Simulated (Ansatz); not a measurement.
# YGaF4: the cost of one run

Method: DFT PBE, scalar-relativistic, plane waves, PAW, in Ansatz 0.2.0.

## (1) The structure to begin with

Symmetry: P6/mmm, No. 191, hexagonal system. The conventional cell has a = 3.386 Å, b = 3.386 Å, c = 7.313 Å, α = 90.00°, β = 90.00°, γ = 120.00°. Y (site symmetry 6/mmm) is surrounded by 12 F at 2.68 Å. Around Ga (site symmetry 6/mmm) lie 12 F at 2.68 Å. Around F (site symmetry 3m) lie 3 F at 1.95 Å and 3 Y at 2.68 Å and 3 Ga at 2.68 Å.

Coordinates:

```cif
data_structure
_symmetry_space_group_name_H-M 'P 1'
_symmetry_Int_Tables_number 1
_cell_length_a 3.3856
_cell_length_b 3.3856
_cell_length_c 7.3129
_cell_angle_alpha 90.000
_cell_angle_beta 90.000
_cell_angle_gamma 120.000
_cell_volume 72.59
loop_
_atom_site_label
_atom_site_type_symbol
_atom_site_fract_x
_atom_site_fract_y
_atom_site_fract_z
_atom_site_occupancy
Y1 Y 0.00000 0.00000 0.50000 1
Ga1 Ga 0.00000 0.00000 0.00000 1
F1 F 0.33333 0.66667 0.25000 1
F2 F 0.33333 0.66667 0.75000 1
F3 F 0.66667 0.33333 0.25000 1
F4 F 0.66667 0.33333 0.75000 1
```

A structure generator made this guess: ordered mixture on the cation sites of aluminium diboride (P6/mmm, No. 191). Lengths come from tabulated atomic sizes and are only a guess.

## (2) Probe: one point on a coarse mesh

The input, input.yaml:

```yaml
crystal:
  lattice:
    - [3.38562285, 0.0, 0.0]
    - [-1.69281143, 2.9320354, 0.0]
    - [0.0, 0.0, 7.31294536]
  atoms:
    - { symbol: "Y", position: [0.0, 0.0, 0.5] }
    - { symbol: Ga, position: [0.0, 0.0, 0.0] }
    - { symbol: F, position: [0.33333333, 0.66666667, 0.25] }
    - { symbol: F, position: [0.33333333, 0.66666667, 0.75] }
    - { symbol: F, position: [0.66666667, 0.33333333, 0.25] }
    - { symbol: F, position: [0.66666667, 0.33333333, 0.75] }
basis:
  ecutwfc: 420
kpoints:
  mp_grid: { grid: [6, 6, 4] }
hamiltonian:
  xc: pbe
scf:
  occupations: { method: gaussian, width: 0.1 }
  lower_state_search: "off"
output:
  forces: true
  stress: true
  eigenvalues: true
```

Started as:

```
$ ansatz run input.yaml --threads 1 --pin off --max-ram 2048MiB --backend cpu --events-out ev --progress --plain --runs-dir out
```

What time and memory should one allow on 1 thread of Arm Neoverse N1, shared host?

About 4.6 s, with a peak of 0.41 GiB.
